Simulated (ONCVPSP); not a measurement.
# Zirconium: generating and testing an ONCV potential

Task: generate the file, and judge it by its errors in other configurations, its logarithmic derivatives, its ghosts and its cutoff.

The numbers are computed with ONCVPSP 4.0.1.1 (patched build) (PBEsol, scalar-relativistic, spin-unpolarised reference atom).

### 1 Starting point

Typed settings, in words:

| Item | Value |
| --- | --- |
| element | zirconium (Zr, Z = 40) |
| type | optimised norm-conserving Vanderbilt (ONCV) |
| frozen core | [Ar] 3d10 |
| valence charge | 12 |
| reference configuration | 4s2 4p6 4d2 5s1 (charge +1) |
| partial waves | 4s+5s: rc 1.85 bohr, ncon 3, nbas 7, qcut 8 1/bohr, 2 projectors; 4p: rc 2.10 bohr, ncon 3, nbas 7, qcut 5.1 1/bohr, 2 projectors, debl 1.8 Ha; 4d: rc 3.05 bohr, ncon 4, nbas 8, qcut 5.9 1/bohr, 2 projectors, debl 0.9 Ha |
| local potential | polynomial inside 1.65 bohr (lpopt 5, dvloc0 0 Ha) |
| core correction | Teter function, fcfact 4.75, rcfact 1.25 |

The outer shells as boxes (Hund's rule for the drawing; the calculation is spin-unpolarised):

```
[Ar] core
3d [↑↓][↑↓][↑↓][↑↓][↑↓]
4s [↑↓]
4p [↑↓][↑↓][↑↓]
4d [↑ ][↑ ][  ][  ][  ]
5s [↑ ]
```

The nodes and maxima of the atom's own shells, from an earlier all-electron run, set the scale for the radii.

All-electron outer shells of the reference configuration (PBEsol, scalar-relativistic, ld1.x):

```
shell  level (eV)  outermost node (bohr)  outermost maximum (bohr)
   3d     -181.39                      –                      0.35
   4s      -61.15                   0.55                      1.08
   4p      -39.12                   0.56                      1.17
   4d      -10.00                   0.58                      1.59
   5s       -9.98                   1.46                      3.00
   5p       -6.25                   1.68                      3.71
```

### 2 Generation

Contents of Zr.dat:

```
# ATOM AND REFERENCE CONFIGURATION
# atsym  z   nc   nv     iexc    psfile
  Zr 40.00    6    4  -116133      upf
#
#   n    l    f
    1    0    2.00
    2    0    2.00
    2    1    6.00
    3    0    2.00
    3    1    6.00
    3    2   10.00
    4    0    2.00
    4    1    6.00
    4    2    2.00
    5    0    1.00
#
# PSEUDOPOTENTIAL AND OPTIMIZATION
# lmax
    2
#
#   l,   rc,      ep,       ncon, nbas, qcut
    0    1.85    0.00    3    7    8.00
    1    2.10    0.00    3    7    5.10
    2    3.05    0.00    4    8    5.90
#
# LOCAL POTENTIAL
# lloc, lpopt,  rc(5),   dvloc0
    4    5    1.65    0.00
#
# VANDERBILT-KLEINMAN-BYLANDER PROJECTORs
# l, nproj, debl
    0    2    2.80
    1    2    1.80
    2    2    0.90
#
# MODEL CORE CHARGE
# icmod, fcfact, rcfact
    3    4.75    1.25
#
# LOG DERIVATIVE ANALYSIS
# epsh1, epsh2, depsh
   -4.00    5.00    0.02
#
# OUTPUT GRID
# rlmax, drl
    6.00    0.01
#
# TEST CONFIGURATIONS
# ncnf
    4
# nvcnf
#   n    l    f
    4
    4    0    2.00
    4    1    6.00
    4    2    2.00
    5    0    2.00
#
    4
    4    0    2.00
    4    1    6.00
    4    2    2.00
    5    0    0.00
#
    4
    4    0    2.00
    4    1    6.00
    4    2    1.00
    5    0    0.00
#
    4
    4    0    2.00
    4    1    5.00
    4    2    2.00
    5    0    2.00
#
```

Started as:

```sh
$ oncvpsp.x < Zr.dat > Zr.out
```

**Question.** What will these runs give? Wanted: cutoffs for 1 and 0.1 mHa per electron, occupied waves; bound ghosts; GHOST(+) flags; largest test error; largest phase difference near zero energy, channels read; rms error of d²Exc/dn², without and with the model core.

**Answer**, as computed:

```
                                                quantity                         value
  cutoffs for 1 and 0.1 mHa per electron, occupied waves               19 Ha and 23 Ha
                                            bound ghosts              d at -1592.94 eV
                                          GHOST(+) flags                   s at 254 eV
                            largest test error (AE − PS)  -76 meV, for 4s2 4p5 4d2 5s2
largest phase difference near zero energy, channels read                     0.001 rad
 rms error of d²Exc/dn², without and with the model core             2.43 and 0.35 mHa
```

In words: It has a bound ghost (d), a state that the atom doesn't have, and that rules the file out. By total energies transferability is fair: the largest error is 76 meV on 30.8 eV, for 4s2 4p5 4d2 5s2. It counts as of middling hardness, with 19 Ha needed at the looser tolerance. Near zero energy the phases of the channels with partial waves agree within 0.001 rad. The program also flags highly localised states, GHOST(+) (s).
